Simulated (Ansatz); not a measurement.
# CHFOSi (SMILES O[Si]#CF): one structure at several levels

An exercise on one series of results from a longer session: the logs are not shown, and one member is left open.

Computed with Ansatz 0.2.0, Gaussian basis. Level: single points in def2-TZVPP.

Cores are frozen in the correlated methods. B3LYP uses VWN-RPA correlation.

## The starting structure

5 atoms, charge 0, spin multiplicity 1.

Atoms are counted from 1 here; the program's logs count them from 0.

Bond lengths: O1–Si2 1.498 Å, O1–H5 1.046 Å, Si2–C3 1.743 Å, C3–F4 1.347 Å. Angles: Si2–O1–H5 142.5°, O1–Si2–C3 152.2°, Si2–C3–F4 119.0°.

As a file:

```
O    -1.04500    1.20600   -0.25490
Si   -0.19390    0.04990    0.17350
C     1.34980   -0.72720    0.39850
F     1.38510   -1.97970    0.89420
H    -1.60530    1.57030   -1.05990
```

Set-up of the first run:

Input file run/in.yaml:

```yaml
crystal:
  periodic: [false, false, false]
  atoms:
    - {symbol: O, position_ang: [-1.045000, 1.206000, -0.254900]}
    - {symbol: Si, position_ang: [-0.193900, 0.049900, 0.173500]}
    - {symbol: C, position_ang: [1.349800, -0.727200, 0.398500]}
    - {symbol: F, position_ang: [1.385100, -1.979700, 0.894200]}
    - {symbol: H, position_ang: [-1.605300, 1.570300, -1.059900]}
basis:
  gaussian: {orbitals: def2-TZVPP}
correlation: {method: ccsd_t}
output: {forces: true}
```

The command line of these runs was not kept.

Among the steps run: CCSD(T)/def2-TZVPP; PBE0-D4/def2-TZVPP; wB97M-V/def2-TZVPP; r2SCAN-D4/def2-TZVPP; PBE-D4/def2-TZVPP; LC-wPBE/def2-TZVPP; B3LYP-D4/def2-TZVPP.

One of the session's tables, all rows but one given; the rest of the session is left out.

```
   method  RMS force component (eV/Å)  angle to CCSD(T) forces (°)  dipole (D)
  CCSD(T)                       2.898                    reference        4.67
  PBE0-D4                       2.790                          5.4        4.80
  wB97M-V                       2.827                          3.9        4.97
r2SCAN-D4                           ?                            ?           ?
   PBE-D4                       2.783                          4.0        4.38
  LC-wPBE                       2.847                          7.9        5.22
 B3LYP-D4                       2.774                          2.7        4.73
```

**Question.** Estimate the row for r2SCAN-D4.

As computed: RMS force component (eV/Å): 2.758; angle to CCSD(T) forces (°): 2.9; dipole (D): 4.62. In the column «RMS force component (eV/Å)» it is the lowest.
